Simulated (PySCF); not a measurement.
# HfOCl₂: structure of the singlet

Where does singlet HfOCl₂ go from a T-shaped (ligand arrangement 2) start, is the end point a minimum, and what are its modes, charges and moments?

The runs use PySCF 2.14.0; PBE0, basis Hf def2-SVP with ECP60, O def2-SVP, Cl def2-SVP, scalar-relativistic core potentials, no spin–orbit coupling, density fitting.

### 1 The starting structure

4 atoms, charge 0, spin multiplicity 1.

Bond lengths: Hf1–O2 1.850 Å, Hf1–Cl3 2.510 Å, Hf1–Cl4 2.510 Å. Angles: O2–Hf1–Cl3 88.0°, O2–Hf1–Cl4 88.0°, Cl3–Hf1–Cl4 176.0°.

Coordinates in bohr (charge 0 multiplicity 1):
```
Hf    0.0000    0.0000   -0.2539
O     0.0000    0.0000    3.2421
Cl    4.7404    0.0000   -0.0883
Cl   -4.7404    0.0000   -0.0883
```

### 2 Relaxing the singlet from the T-shaped (ligand arrangement 2) start

The steps below are one call of a driver around PySCF. For each, scf.py gives the equivalent set-up of the SCF; relaxations use the driver's own optimiser. Before each start the driver seeks the lowest SCF state from one or more starting densities and follows internal instabilities, so scf.py alone need not reach the same state.

The program finds C2v symmetry in the start, which this walk keeps.

scf.py reads:

```python
from pyscf import gto, scf, dft
mol = gto.M(atom='''
Hf     0.000000     0.000000    -0.134336
O      0.000000     0.000000     1.715664
Cl     2.508500    -0.000000    -0.046736
Cl    -2.508500     0.000000    -0.046736''',
    basis={'Hf': 'def2-SVP', 'O': 'def2-SVP', 'Cl': 'def2-SVP'},
    ecp={'Hf': 'def2-SVP'},
    charge=0, spin=0)
mf = dft.RKS(mol, xc='PBE0')
mf.grids.atom_grid = (50, 194)
aux = {'Hf': 'def2-universal-JKFIT', 'O': 'def2-universal-JKFIT', 'Cl': 'def2-universal-JKFIT'}
mf = mf.density_fit(auxbasis=aux)
mf.kernel()
```

Steps of the walk:

| step | energy (Eh) | change (kJ/mol) | largest symmetric gradient (Eh/bohr) |
| --- | --- | --- | --- |
| 0 | -1043.019793 | 0.00 | 0.13344 |
| 1 | -1043.049019 | -76.73 | 0.01823 |
| 2 | -1043.060648 | -107.27 | 0.02701 |
| 3 | -1043.071669 | -136.20 | 0.00959 |
| 4 | -1043.075928 | -147.38 | 0.00811 |
| 5 | -1043.076906 | -149.95 | 0.00181 |
| 6 | -1043.076952 | -150.07 | 0.00038 |
| 7 | -1043.076953 | -150.07 | 0.00012 |

The walk ran for 8.7 s (4 threads, shared host).

End point (C2v, 7 steps, 150.1 kJ/mol gained): Hf–Cl 2.384 Å (×2), Hf–O 1.747 Å; Cl–Hf–Cl 130.6°, Cl–Hf–O 114.7° (×2).

### 3 Hessian and properties

On the finer grid the gradient is checked again; gradients at displacements of ±0.01 bohr then give force constants and infrared intensities.

scf.py: that of step 2 with these lines changed.

```diff
@@ -3,4 +3,4 @@
-Hf     0.000000     0.000000    -0.134336
-O      0.000000     0.000000     1.715664
-Cl     2.508500    -0.000000    -0.046736
-Cl    -2.508500     0.000000    -0.046736''',
+Hf     0.000000    -0.000000     0.164353
+O      0.000000    -0.000000     1.911042
+Cl     2.159011    -0.000000    -0.846770
+Cl    -2.159011     0.000000    -0.846770''',
@@ -11 +11 @@
-mf.grids.atom_grid = (50, 194)
+mf.grids.atom_grid = (75, 302)
```

The driver hands on the density of the step before, so the log starts near convergence.

Log of the central SCF (cycles and frontier levels):

```text
init E= -1043.07691028279
  HOMO = -0.327711971722102  LUMO = -0.139046045481379  gap/eV = 5.13386
cycle= 1 E= -1043.07691028271  delta_E= 8.21e-11  |g|= 2.12e-05  |ddm|= 1.96e-05
  HOMO = -0.327716451180757  LUMO = -0.139044068817653  gap/eV = 5.13404
cycle= 2 E= -1043.07691028199  delta_E= 7.2e-10  |g|= 6.26e-05  |ddm|= 5.66e-05
  HOMO = -0.327712999200042  LUMO = -0.139045442215881  gap/eV = 5.13391
cycle= 3 E= -1043.0769102828  delta_E= -8.1e-10  |g|= 3.92e-07  |ddm|= 4.2e-05
  HOMO = -0.327713041714  LUMO = -0.139045490959369  gap/eV = 5.13391
cycle= 4 E= -1043.0769102828  delta_E= -9.09e-13  |g|= 3.55e-08  |ddm|= 4.27e-07
  HOMO = -0.327713038982507  LUMO = -0.13904548312492  gap/eV = 5.13391
Extra cycle  E= -1043.0769102828  delta_E=    0  |g|= 4.69e-08  |ddm|= 1.11e-07
converged SCF energy = -1043.0769102828
```

The whole step took 21 s.

Geometry: C2v; Hf–Cl 2.384 Å (×2), Hf–O 1.747 Å; Cl–Hf–Cl 129.8°, Cl–Hf–O 115.1° (×2).

Modes, for the most abundant isotopes:

```tsv
symmetry	ω (cm⁻¹)	IR (km/mol)	type
b1	62i	63.2	bend
a1	92	4.2	bend
b2	188	3.9	bend
a1	361	18.3	stretch
b2	391	101	stretch
a1	958	182	stretch
```

1 mode is imaginary, the largest at 62i cm⁻¹: a saddle point, not a minimum.

Properties at this point:

```yaml
Dipole_moment: 1.74 D
Highest_occupied_level: -8.92 eV
Lowest_empty_level: -3.78 eV
Rotational_constants: 0.1486, 0.05171, 0.03836 cm⁻¹
Zero-point_energy_real_modes: 11.9 kJ/mol
Principal_polarisabilities: 35.6, 54.7, 64.8 bohr³
Atomisation_energy_without_zero-point_energy: 1674 kJ/mol
Principal_traceless_quadrupole_moments_about_the_centre_of_mass: -8.18, -8.06, 16.24 D Å
```

Charges (e) and bond orders:

```csv
atom,Mulliken,Löwdin,polar tensor,Mayer order to Hf1
Hf1,0.96,0.07,2.21,–
O2,-0.33,-0.16,-0.94,2.35
"Cl3,4",-0.31,0.05,-0.64,1.14
```

Outer orbital energies (eV). occupied: -10.77, -10.22, -9.98, -9.96, -9.61, -9.47, -9.03, -8.92; empty: -3.78, -2.29, -1.06, 0.17.

Mulliken populations on Hf1 (outside its core potential): s 2.33, p 6.32, d 2.25, f 0.15.

### 4 Leaving the saddle point

The start is the last point, displaced along its most imaginary mode.

The program finds Cs symmetry in the start, which this walk keeps. The walk stops when the largest gradient is under 0.0003 Eh/bohr and the energy has settled too.

scf.py: that of step 3 with these lines changed.

```diff
@@ -3,4 +3,4 @@
-Hf     0.000000    -0.000000     0.164353
-O      0.000000    -0.000000     1.911042
-Cl     2.159011    -0.000000    -0.846770
-Cl    -2.159011     0.000000    -0.846770''',
+Hf    -0.000000    -0.060609     0.160891
+O      0.000000     0.250000     1.907580
+Cl     2.159011     0.098769    -0.850232
+Cl    -2.159011     0.098769    -0.850232''',
@@ -11 +11 @@
-mf.grids.atom_grid = (75, 302)
+mf.grids.atom_grid = (50, 194)
```

Energy and gradient, step by step:

| step | energy (Eh) | change (kJ/mol) | largest symmetric gradient (Eh/bohr) |
| --- | --- | --- | --- |
| 0 | -1043.076598 | 0.00 | 0.02541 |
| 1 | -1043.077655 | -2.78 | 0.00223 |
| 2 | -1043.078072 | -3.87 | 0.00836 |
| 3 | -1043.078351 | -4.60 | 0.00230 |
| 4 | -1043.078555 | -5.14 | 0.00230 |
| 5 | -1043.078594 | -5.24 | 0.00245 |
| 6 | -1043.078608 | -5.28 | 0.00141 |
| 7 | -1043.078618 | -5.30 | 0.00020 |
| 8 | -1043.078618 | -5.30 | 0.00005 |

The walk took 9.9 s.

End point (Cs, 8 steps, 5.3 kJ/mol gained): Hf–Cl 2.371 Å (×2), Hf–O 1.745 Å; Cl–Hf–Cl 119.2°, Cl–Hf–O 111.5° (×2).

### 5 Is it a minimum? Harmonic modes

The same treatment as at the point before.

scf.py: that of step 4 with these lines changed.

```diff
@@ -3,4 +3,4 @@
-Hf    -0.000000    -0.060609     0.160891
-O      0.000000     0.250000     1.907580
-Cl     2.159011     0.098769    -0.850232
-Cl    -2.159011     0.098769    -0.850232''',
+Hf     0.000000    -0.172107     0.189167
+O      0.000000     0.462052     1.814486
+Cl     2.045978     0.311901    -0.906013
+Cl    -2.045978     0.311901    -0.906013''',
@@ -11 +11 @@
-mf.grids.atom_grid = (50, 194)
+mf.grids.atom_grid = (75, 302)
```

SCF at the final geometry:

```text
init E= -1043.07863924108
  HOMO = -0.322948260992681  LUMO = -0.130099273452787  gap/eV = 5.24769
cycle= 1 E= -1043.07863924107  delta_E= 9.55e-12  |g|= 7.33e-06  |ddm|= 1.57e-05
  HOMO = -0.322948977848527  LUMO = -0.130100824856758  gap/eV = 5.24767
Extra cycle  E= -1043.07863924104  delta_E= 2.09e-11  |g|= 1.04e-05  |ddm|= 2.22e-05
converged SCF energy = -1043.07863924104
```

The whole step took 22 s.

Geometry: Cs; Hf–Cl 2.371 Å (×2), Hf–O 1.745 Å; Cl–Hf–Cl 119.3°, Cl–Hf–O 110.9° (×2).

Modes, for the most abundant isotopes:

```
symmetry  ω (cm⁻¹)  IR (km/mol)     type
      a'        63         29.0     bend
      a'       115         15.0     bend
     a''       189          6.3     bend
      a'       368         25.2  stretch
     a''       388         92.1  stretch
      a'       959          168  stretch
```

No imaginary mode, so this is a minimum.

Constants and moments:

* Dipole moment: 4.41 D
* Highest occupied level: -8.79 eV
* Lowest empty level: -3.54 eV
* Rotational constants: 0.1277, 0.05494, 0.04104 cm⁻¹
* Zero-point energy: 12.5 kJ/mol
* Principal polarisabilities: 36.1, 55.2, 64.0 bohr³
* Atomisation energy without zero-point energy: 1678 kJ/mol
* Principal traceless quadrupole moments about the centre of mass: -8.23, -6.50, 14.73 D Å
* Entropy at 298.15 K and 1 bar: 346.3 J/(mol K)
* Heat capacity Cp at 298.15 K: 71.8 J/(mol K)
* Enthalpy at 298.15 K above 0 K: 17.26 kJ/mol
* Rotational symmetry number: 1

Charges (e) and bond orders:

```json
{"atom": "Hf1", "Mulliken": "0.93", "Löwdin": "0.02", "polar tensor": "2.10", "Mayer order to Hf1": "–"}
{"atom": "O2", "Mulliken": "-0.33", "Löwdin": "-0.16", "polar tensor": "-0.90", "Mayer order to Hf1": "2.35"}
{"atom": "Cl3,4", "Mulliken": "-0.30", "Löwdin": "0.07", "polar tensor": "-0.60", "Mayer order to Hf1": "1.16"}
```

Outer orbital energies (eV). occupied: -10.63, -10.13, -9.94, -9.83, -9.46, -9.44, -8.91, -8.79; empty: -3.54, -2.06, -1.09, -0.04.

Mulliken populations on Hf1 (outside its core potential): s 2.35, p 6.29, d 2.28, f 0.15.

### 6 Would spin polarisation lower it?

At the lowest minimum the closed shell is tested against spin polarisation, on the (50, 194) grid. It is stable.

### 7 All stationary points

| spin | group | bonds | imaginary modes (cm⁻¹) | ΔE (kJ/mol) | with zero-point energy |
| --- | --- | --- | --- | --- | --- |
| singlet | Cs | Hf–Cl 2.371 Å (×2), Hf–O 1.745 Å | none | 0.0 | 0.0 |
| singlet | C2v | Hf–Cl 2.384 Å (×2), Hf–O 1.747 Å | 62i | 4.5 | – |

### 8 Results

| quantity | value |
| --- | --- |
| minimum | singlet, Cs |
| geometry | Hf–Cl 2.371 Å (×2), Hf–O 1.745 Å; Cl–Hf–Cl 119.3°, Cl–Hf–O 110.9° (×2) |
| wavenumbers (cm⁻¹) | 63 (a'), 115 (a'), 189 (a''), 368 (a'), 388 (a''), 959 (a') |
| dipole moment | 4.41 D |
| highest occupied, lowest empty level | -8.79, -3.54 eV |
| polar-tensor charge of Hf1 | +2.10 e |
| zero-point energy | 12.5 kJ/mol |
| entropy at 298.15 K | 346.3 J/(mol K) |
| atomisation energy (no zero-point energy) | 1678 kJ/mol |

In words: From C2v at the start the molecule goes to a Cs minimum, after a stop at a saddle point 4.5 kJ/mol higher, from which it was pushed off along an imaginary mode. In the infrared the band at 959 cm⁻¹ (a', stretch) leads. Other starts or spin states, not run here, may lie lower. Modes under about 90 cm⁻¹ are uncertain by tens of cm⁻¹. Spin–orbit coupling, left out here, can matter for elements this heavy.

The search up to here ran for 66 s (4 threads, shared host).
